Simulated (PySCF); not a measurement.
# BiF3: other functionals and bases at one geometry

Aim: see how levels, charges and forces of BiF3 depend on the level of theory. The structure is generated, not taken from experiment.

The runs use PySCF 2.14.0; several levels, as the steps say, no spin–orbit coupling.

4 further runs of the same task are left out: 2 for a known fault of the program, 1 that didn't finish, 1 set aside as unsound or not needed.

### Step 1. Starting geometry

4 atoms, charge 0, spin multiplicity 1.

Bond lengths: Bi1–F2 2.037 Å, Bi1–F3 2.037 Å, Bi1–F4 2.037 Å. Angles: F2–Bi1–F3 97.4°, F2–Bi1–F4 97.4°, F3–Bi1–F4 97.4°.

As a file:

```mol
BiF3
  3D, bonds by distance, orders not assigned

  4  3  0  0  0  0  0  0  0  0999 V2000
    0.0000    0.0000    0.4006 Bi  0  0
    1.7675    0.0000   -0.6127 F   0  0
   -0.8838    1.5307   -0.6127 F   0  0
   -0.8838   -1.5307   -0.6127 F   0  0
  1  2  8  0
  1  3  8  0
  1  4  8  0
M  END
```

Formal oxidation states: Bi +3. An earlier session relaxed this geometry at TPSS, Bi def2-SVP with ECP60, F def2-SVP (singlet, point group C3v).

At TPSS on the finer grid: E = -513.944169 Eh, HOMO -8.15 eV, LUMO -2.18 eV, Mulliken charge on Bi1 +1.25 e, largest force component 0.148 eV/Å. 

Levels to run: r2SCAN; PBE0; TPSSh; HF; TPSS, TZVP; TPSS, x2c-SVP. Hardware: 2 threads of Arm Neoverse V2, shared host.

### Step 2. r2SCAN

run.py (the lines that set the calculation) reads:

```python
mol = gto.M(atom='''
Bi     0.00000     0.00000     0.40058
F      1.76752     0.00001    -0.61274
F     -0.88377     1.53071    -0.61274
F     -0.88375    -1.53072    -0.61274''',
    basis={'Bi': 'def2-SVP', 'F': 'def2-SVP'},
    ecp={'Bi': 'def2-SVP'},
    charge=0, spin=0)
mf = dft.RKS(mol, xc='R2SCAN')
mf.grids.atom_grid = (75, 302)
mf = mf.density_fit()  # fitting sets: Bi def2-universal-JKFIT, F def2-universal-JKFIT
mf.conv_tol = 1e-08; mf.max_cycle = 55
mf.kernel(dm0)  # dm0: the density of the relaxed state
```

On the command line:

```bash
> OMP_NUM_THREADS=2 python run.py
```

Output:

```text
init E= -513.960485087226
  HOMO = -0.315993322163415  LUMO = -0.0773464042563332  gap/eV = 6.49391
cycle= 1 E= -513.961002593978  delta_E= -0.000518  |g|= 0.0527  |ddm|= 0.127
  HOMO = -0.306903773840051  LUMO = -0.0787727359398269  gap/eV = 6.20776
cycle= 2 E= -513.958550218731  delta_E= 0.00245  |g|= 0.125  |ddm|= 0.139
  HOMO = -0.313469814118404  LUMO = -0.0782758164719106  gap/eV = 6.39995
cycle= 3 E= -513.961582662014  delta_E= -0.00303  |g|= 0.00275  |ddm|= 0.0931
  HOMO = -0.313372274555748  LUMO = -0.0780248555861987  gap/eV = 6.40413
cycle= 4 E= -513.961584161771  delta_E= -1.5e-06  |g|= 0.000409  |ddm|= 0.00276
  HOMO = -0.313402382046696  LUMO = -0.078037067658349  gap/eV = 6.40462
cycle= 5 E= -513.961584192799  delta_E= -3.1e-08  |g|= 9.79e-05  |ddm|= 0.000532
  HOMO = -0.313398566790416  LUMO = -0.0780322272199027  gap/eV = 6.40464
cycle= 6 E= -513.961584193051  delta_E= -2.52e-10  |g|= 9.34e-05  |ddm|= 0.000151
  HOMO = -0.313395557972278  LUMO = -0.0780334040577876  gap/eV = 6.40453
Extra cycle  E= -513.961584183237  delta_E= 9.81e-09  |g|= 0.000243  |ddm|= 0.000254
converged SCF energy = -513.961584183237
```

Wall time 2.5 s (2 threads of Arm Neoverse V2, shared host).

Read off: E = -513.961584 Eh, HOMO -8.53 eV, LUMO -2.12 eV, Mulliken charge on Bi1 +1.34 e, largest force component 0.307 eV/Å. 

### Step 3. PBE0

Changes to run.py (the lines that set the calculation) since step 2:

```diff
@@ -8,3 +8,3 @@
     charge=0, spin=0)
-mf = dft.RKS(mol, xc='R2SCAN')
+mf = dft.RKS(mol, xc='PBE0')
 mf.grids.atom_grid = (75, 302)
```

On the command line:

```bash
> OMP_NUM_THREADS=2 python run.py
```

Output:

```text
init E= -513.692533947027
  HOMO = -0.357903008707424  LUMO = -0.0567923064279901  gap/eV = 8.19364
cycle= 1 E= -513.695184402672  delta_E= -0.00265  |g|= 0.0574  |ddm|= 0.189
  HOMO = -0.351754898042721  LUMO = -0.0614560181872042  gap/eV = 7.89943
cycle= 2 E= -513.693812285751  delta_E= 0.00137  |g|= 0.105  |ddm|= 0.131
  HOMO = -0.357242877052016  LUMO = -0.0605599454828237  gap/eV = 8.07315
cycle= 3 E= -513.695871523267  delta_E= -0.00206  |g|= 0.00246  |ddm|= 0.0749
  HOMO = -0.35678104568273  LUMO = -0.0598189714172375  gap/eV = 8.08075
cycle= 4 E= -513.695873254307  delta_E= -1.73e-06  |g|= 0.000767  |ddm|= 0.0049
  HOMO = -0.356823484584975  LUMO = -0.0598902003406853  gap/eV = 8.07997
cycle= 5 E= -513.695873392501  delta_E= -1.38e-07  |g|= 0.000142  |ddm|= 0.00111
  HOMO = -0.356809093718084  LUMO = -0.0598830212074324  gap/eV = 8.07977
cycle= 6 E= -513.695873397584  delta_E= -5.08e-09  |g|= 5.42e-05  |ddm|= 0.000259
  HOMO = -0.356810580197198  LUMO = -0.0598852929361098  gap/eV = 8.07975
Extra cycle  E= -513.695873396317  delta_E= 1.27e-09  |g|= 0.000101  |ddm|= 0.000114
converged SCF energy = -513.695873396317
```

It took 1.7 s on 2 threads of Arm Neoverse V2, shared host.

Result: E = -513.695873 Eh, HOMO -9.71 eV, LUMO -1.63 eV, Mulliken charge on Bi1 +1.38 e, largest force component 0.480 eV/Å. 

### Step 4. TPSSh

Changes to run.py (the lines that set the calculation) since step 3:

```diff
@@ -8,3 +8,3 @@
     charge=0, spin=0)
-mf = dft.RKS(mol, xc='PBE0')
+mf = dft.RKS(mol, xc='TPSSH')
 mf.grids.atom_grid = (75, 302)
```

On the command line:

```bash
> OMP_NUM_THREADS=2 python run.py
```

Output:

```text
init E= -513.905872143802
  HOMO = -0.325446626133197  LUMO = -0.0697982946347576  gap/eV = 6.95655
cycle= 1 E= -513.906230828233  delta_E= -0.000359  |g|= 0.043  |ddm|= 0.109
  HOMO = -0.319310806260666  LUMO = -0.0721755889611686  gap/eV = 6.72489
cycle= 2 E= -513.904832766692  delta_E= 0.0014  |g|= 0.0967  |ddm|= 0.113
  HOMO = -0.324136444056851  LUMO = -0.0715876091735261  gap/eV = 6.87220
cycle= 3 E= -513.906624902107  delta_E= -0.00179  |g|= 0.00278  |ddm|= 0.0707
  HOMO = -0.323887417540447  LUMO = -0.0711352086769743  gap/eV = 6.87774
cycle= 4 E= -513.906626881977  delta_E= -1.98e-06  |g|= 0.000352  |ddm|= 0.00455
  HOMO = -0.323920867849399  LUMO = -0.0711572945902703  gap/eV = 6.87805
cycle= 5 E= -513.906626900466  delta_E= -1.85e-08  |g|= 9.2e-05  |ddm|= 0.000523
  HOMO = -0.323918035730775  LUMO = -0.0711574806705524  gap/eV = 6.87797
cycle= 6 E= -513.906626900566  delta_E= -1e-10  |g|= 9.36e-05  |ddm|= 0.000133
  HOMO = -0.323915575011502  LUMO = -0.0711590434909371  gap/eV = 6.87786
Extra cycle  E= -513.90662689251  delta_E= 8.06e-09  |g|= 0.000227  |ddm|= 0.000233
converged SCF energy = -513.90662689251
```

Run time: 2.5 s. Hardware: 2 threads of Arm Neoverse V2, shared host.

It gives: E = -513.906627 Eh, HOMO -8.81 eV, LUMO -1.94 eV, Mulliken charge on Bi1 +1.32 e, largest force component 0.222 eV/Å. 

### Step 5. HF

Changes to run.py (the lines that set the calculation) since step 4:

```diff
@@ -8,4 +8,3 @@
     charge=0, spin=0)
-mf = dft.RKS(mol, xc='TPSSH')
-mf.grids.atom_grid = (75, 302)
+mf = scf.RHF(mol)
 mf = mf.density_fit()  # fitting sets: Bi def2-universal-JKFIT, F def2-universal-JKFIT
```

On the command line:

```bash
> OMP_NUM_THREADS=2 python run.py
```

Output:

```text
init E= -511.601283092817
  HOMO = -0.474899898824837  LUMO = 0.060176664821791  gap/eV = 14.56017
cycle= 1 E= -511.65728196217  delta_E= -0.056  |g|= 0.136  |ddm|= 0.668
  HOMO = -0.48885170860628  LUMO = 0.0434187206769936  gap/eV = 14.48382
cycle= 2 E= -511.660810640645  delta_E= -0.00353  |g|= 0.0644  |ddm|= 0.15
  HOMO = -0.493907056362527  LUMO = 0.0452232546027938  gap/eV = 14.67048
cycle= 3 E= -511.661659334618  delta_E= -0.000849  |g|= 0.0205  |ddm|= 0.0577
  HOMO = -0.49345184552207  LUMO = 0.0455589470845218  gap/eV = 14.66723
cycle= 4 E= -511.66177109439  delta_E= -0.000112  |g|= 0.00237  |ddm|= 0.0269
  HOMO = -0.493750819225422  LUMO = 0.0454145756825189  gap/eV = 14.67144
cycle= 5 E= -511.661774961338  delta_E= -3.87e-06  |g|= 0.000906  |ddm|= 0.00532
  HOMO = -0.493632910267376  LUMO = 0.0455389304761093  gap/eV = 14.67161
cycle= 6 E= -511.661775741153  delta_E= -7.8e-07  |g|= 0.000265  |ddm|= 0.0031
  HOMO = -0.493605697039534  LUMO = 0.0455526789982747  gap/eV = 14.67125
cycle= 7 E= -511.661775800647  delta_E= -5.95e-08  |g|= 2.84e-05  |ddm|= 0.000972
  HOMO = -0.493601153374225  LUMO = 0.04555202303363  gap/eV = 14.67111
cycle= 8 E= -511.661775801141  delta_E= -4.93e-10  |g|= 5.26e-06  |ddm|= 6.01e-05
  HOMO = -0.493600456312468  LUMO = 0.0455524556840904  gap/eV = 14.67110
Extra cycle  E= -511.661775801159  delta_E= -1.86e-11  |g|= 1.9e-06  |ddm|= 1.18e-05
converged SCF energy = -511.661775801159
```

It took 0.8 s on 2 threads of Arm Neoverse V2, shared host.

It gives: E = -511.661776 Eh, HOMO -13.43 eV, LUMO 1.24 eV, Mulliken charge on Bi1 +1.80 e, largest force component 1.173 eV/Å. 

### Step 6. TPSS, TZVP

Basis: Bi def2-TZVP with ECP60, F def2-TZVP. 

run.py (the lines that set the calculation) reads:

```python
mol = gto.M(atom='''
Bi     0.00000     0.00000     0.40058
F      1.76752     0.00001    -0.61274
F     -0.88377     1.53071    -0.61274
F     -0.88375    -1.53072    -0.61274''',
    basis={'Bi': 'def2-TZVP', 'F': 'def2-TZVP'},
    ecp={'Bi': 'def2-TZVP'},
    charge=0, spin=0)
mf = dft.RKS(mol, xc='TPSS')
mf.grids.atom_grid = (75, 302)
mf = mf.density_fit()  # fitting sets: Bi def2-universal-JKFIT, F def2-universal-JKFIT
mf.conv_tol = 1e-08; mf.max_cycle = 55
mf.kernel(dm0)  # dm0: free metal ions and neutral atoms
```

On the command line:

```bash
> OMP_NUM_THREADS=2 python run.py
```

Output:

```text
init E= -519.903882273464
  HOMO = -0.260294681698646  LUMO = -0.0735489512264865  gap/eV = 5.08161
cycle= 1 E= -514.1508025419  delta_E= 5.75  |g|= 1.33  |ddm|= 2.03
  HOMO = -0.418239175181927  LUMO = -0.117451154293248  gap/eV = 8.18486
cycle= 2 E= -513.496674888217  delta_E= 0.654  |g|= 2.39  |ddm|= 1.79
  HOMO = -0.312225806601975  LUMO = -0.0967162424142756  gap/eV = 5.86431
cycle= 3 E= -514.349416644671  delta_E= -0.853  |g|= 0.224  |ddm|=  1.4
  HOMO = -0.315964517154215  LUMO = -0.0874152648214399  gap/eV = 6.21914
cycle= 4 E= -514.356759222634  delta_E= -0.00734  |g|= 0.0751  |ddm|= 0.248
  HOMO = -0.317794715614261  LUMO = -0.0920881768476195  gap/eV = 6.14179
cycle= 5 E= -514.357793127617  delta_E= -0.00103  |g|= 0.0114  |ddm|= 0.0995
  HOMO = -0.317819205772033  LUMO = -0.0922783742733868  gap/eV = 6.13728
cycle= 6 E= -514.357807944804  delta_E= -1.48e-05  |g|= 0.00406  |ddm|= 0.0127
  HOMO = -0.317707912994494  LUMO = -0.0920492152739743  gap/eV = 6.14049
cycle= 7 E= -514.357810514403  delta_E= -2.57e-06  |g|= 0.000557  |ddm|= 0.00382
  HOMO = -0.317728651987814  LUMO = -0.09204994015218  gap/eV = 6.14103
cycle= 8 E= -514.357810544294  delta_E= -2.99e-08  |g|= 0.000391  |ddm|= 0.000456
  HOMO = -0.317735034415341  LUMO = -0.0920483620147909  gap/eV = 6.14125
cycle= 9 E= -514.357810569973  delta_E= -2.57e-08  |g|= 3.06e-05  |ddm|= 0.00023
  HOMO = -0.317734485418842  LUMO = -0.0920496272087382  gap/eV = 6.14120
cycle= 10 E= -514.35781057018  delta_E= -2.08e-10  |g|= 1.97e-06  |ddm|= 3.33e-05
  HOMO = -0.317734645020537  LUMO = -0.0920494427152704  gap/eV = 6.14121
Extra cycle  E= -514.357810570181  delta_E= -1.02e-12  |g|= 4.22e-06  |ddm|= 5.44e-06
converged SCF energy = -514.357810570181
```

Wall time 11 s (2 threads of Arm Neoverse V2, shared host).

Result: E = -514.357811 Eh, HOMO -8.65 eV, LUMO -2.50 eV, Mulliken charge on Bi1 +1.38 e, largest force component 0.657 eV/Å. 

### Step 7. TPSS, x2c-SVP

Basis: Bi x2c-SVPall, F x2c-SVPall. All electrons are treated, with the spin-free X2C Hamiltonian.

run.py (the lines that set the calculation) reads:

```python
mol = gto.M(atom='''
Bi     0.00000     0.00000     0.40058
F      1.76752     0.00001    -0.61274
F     -0.88377     1.53071    -0.61274
F     -0.88375    -1.53072    -0.61274''',
    basis={'Bi': 'x2c-SVPall', 'F': 'x2c-SVPall'},
    nucmod='G',
    charge=0, spin=0)
mf = dft.RKS(mol, xc='TPSS')
mf.grids.atom_grid = (99, 590)
mf = mf.density_fit()  # fitting sets: Bi AutoAux, F AutoAux
mf = mf.sfx2c1e()
mf.conv_tol = 1e-08; mf.max_cycle = 55
mf.kernel(dm0)  # dm0: free metal ions and neutral atoms
```

On the command line:

```bash
> OMP_NUM_THREADS=2 python run.py
```

Output:

```text
init E= -21838.8402093804
  HOMO = -0.245425357106962  LUMO = -0.0590912652402061  gap/eV = 5.07041
cycle= 1 E= -21832.8062312872  delta_E= 6.03  |g|= 1.01  |ddm|= 2.46
  HOMO = -0.389113728689436  LUMO = -0.0993379234531586  gap/eV = 7.88520
cycle= 2 E= -21832.3363338542  delta_E= 0.47  |g|= 1.85  |ddm|=    2
  HOMO = -0.298809009655289  LUMO = -0.0840540603239883  gap/eV = 5.84378
cycle= 3 E= -21832.96134314  delta_E= -0.625  |g|= 0.124  |ddm|= 1.48
  HOMO = -0.298336831769467  LUMO = -0.0761680701875752  gap/eV = 6.04552
cycle= 4 E= -21832.9638585406  delta_E= -0.00252  |g|= 0.0467  |ddm|= 0.195
  HOMO = -0.299259250283312  LUMO = -0.0784097825101427  gap/eV = 6.00962
cycle= 5 E= -21832.9642030825  delta_E= -0.000345  |g|= 0.00669  |ddm|= 0.0602
  HOMO = -0.299684924383759  LUMO = -0.078924043942604  gap/eV = 6.00721
cycle= 6 E= -21832.9642091602  delta_E= -6.08e-06  |g|= 0.000997  |ddm|= 0.00784
  HOMO = -0.299718324015439  LUMO = -0.0789221606740509  gap/eV = 6.00817
cycle= 7 E= -21832.9642093134  delta_E= -1.53e-07  |g|= 6.94e-05  |ddm|= 0.00112
  HOMO = -0.299709123756238  LUMO = -0.0789138964525469  gap/eV = 6.00814
cycle= 8 E= -21832.9642093144  delta_E= -9.31e-10  |g|= 8.28e-06  |ddm|= 0.000128
  HOMO = -0.299709534336161  LUMO = -0.0789130143254389  gap/eV = 6.00818
Extra cycle  E= -21832.9642093143  delta_E= 7.64e-11  |g|= 1.98e-05  |ddm|= 2.64e-05
converged SCF energy = -21832.9642093143
```

It took 18 s on 2 threads of Arm Neoverse V2, shared host.

It gives: E = -21832.964209 Eh, HOMO -8.16 eV, LUMO -2.15 eV, Mulliken charge on Bi1 +1.31 e, largest force component 0.580 eV/Å. 

### Step 8. All levels side by side

| level | state | HOMO (eV) | gap (eV) | charge on Bi1 (e) | dipole (D) | largest force (eV/Å) | basis functions | time |
| --- | --- | --- | --- | --- | --- | --- | --- | --- |
| TPSS (relaxed here) | singlet | -8.15 | 5.96 | 1.25 | 4.62 | 0.15 | 68 | 8.3 s |
| r2SCAN | singlet | -8.53 | 6.40 | 1.34 | 4.84 | 0.31 | 68 | 2.5 s |
| PBE0 | singlet | -9.71 | 8.08 | 1.38 | 5.04 | 0.48 | 68 | 1.7 s |
| TPSSh | singlet | -8.81 | 6.88 | 1.32 | 4.82 | 0.22 | 68 | 2.5 s |
| HF | singlet | -13.43 | 14.67 | 1.80 | 5.93 | 1.17 | 68 | 0.8 s |
| TPSS, TZVP | singlet | -8.65 | 6.14 | 1.38 | 4.88 | 0.66 | 143 | 11 s |
| TPSS, x2c-SVP | singlet | -8.16 | 6.01 | 1.31 | 4.61 | 0.58 | 104 | 18 s |

Times are on 2 threads of Arm Neoverse V2, shared host; the first row also made further properties.

In one basis the HOMO–LUMO gap runs from 5.96 eV (TPSS) to 14.67 eV (HF). The largest leftover force, 1.17 eV/Å with HF, stands at a geometry relaxed at another level. The Mulliken charge on Bi spans +1.25 to +1.80 e over the levels. Total energies of different levels can't be compared. Spin–orbit coupling is left out throughout.
